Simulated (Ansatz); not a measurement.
# NaZr4: a trial structure relaxed

Where does this trial cell of NaZr4 go when cell and atoms are let free?

Program: Ansatz 0.2.0. Level of theory: DFT PBE, scalar-relativistic, plane waves, PAW. These are calculated values, not measurements.

## Step 1: The starting structure

It takes space group Pm-3m (No. 221, cubic). Conventional cell: a = 4.515 Å, b = 4.515 Å, c = 4.515 Å, α = 90.00°, β = 90.00°, γ = 90.00°. Around Na (site symmetry m-3m) lie 6 Zr at 2.26 Å. Zr (site symmetry 4/mmm) has 2 Na at 2.26 Å as nearest neighbours. Zr (site symmetry m-3m) is surrounded by 12 Zr at 3.19 Å.

Structure file:

```xyz
5
Lattice="4.5150 0.0000 0.0000 0.0000 4.5150 0.0000 0.0000 0.0000 4.5150" Properties=species:S:1:pos:R:3 pbc="T T T"
Na    0.0000    0.0000    0.0000
Zr    2.2575    0.0000    0.0000
Zr    0.0000    2.2575    0.0000
Zr    0.0000    0.0000    2.2575
Zr    2.2575    2.2575    2.2575
```

Recipe of the guess: random cell by space group and Wyckoff sites (Pm-3m, No. 221). The dimensions are guesses.

## Step 2: A first look at the guess

The input, input.yaml:

```yaml
crystal:
  lattice:
    - [4.51504033, 0.0, 0.0]
    - [0.0, 4.51504033, 0.0]
    - [0.0, 0.0, 4.51504033]
  atoms:
    - { symbol: Na, position: [0.0, 0.0, 0.0] }
    - { symbol: Zr, position: [0.5, 0.0, 0.0] }
    - { symbol: Zr, position: [0.0, 0.5, 0.0] }
    - { symbol: Zr, position: [0.0, 0.0, 0.5] }
    - { symbol: Zr, position: [0.5, 0.5, 0.5] }
basis:
  ecutwfc: 420
kpoints:
  mp_grid: { grid: [4, 4, 4] }
hamiltonian:
  xc: pbe
scf:
  occupations: { method: gaussian, width: 0.1 }
  lower_state_search: "off"
output:
  forces: true
  stress: true
  eigenvalues: true
```

Command:

```bash
ansatz run input.yaml --threads 1 --pin off --max-ram 2048MiB --backend cpu --events-out ev --progress --plain --runs-dir out
```

The session goes on with these runs: coarse relaxation; spin check on a coarse mesh; relaxation on the finer mesh.

Q: Predict the outcome of this session. Wanted: conventional cell; volume; energy over the elements; gap on the mesh.

**Answer**, as computed:

| quantity | value |
| --- | --- |
| symmetry at the end (tolerance 0.05 Å) | space group Pm-3m (No. 221) |
| conventional cell | a = 5.003 Å, b = 5.003 Å, c = 5.003 Å, α = 90.00°, β = 90.00°, γ = 90.00° |
| volume | 25.04 Å³/atom |
| energy over the elements | +1.36 eV/atom |
| gap on the mesh | none (metal) |

The space group Pm-3m (No. 221) is kept, and the volume per atom grows by 36.0 % from the first guess. The formation energy is positive, so the separate elements lie lower. No finished test with a distortion of lower symmetry is shown, so the end may be a saddle point. Other magnetic orders were not searched.
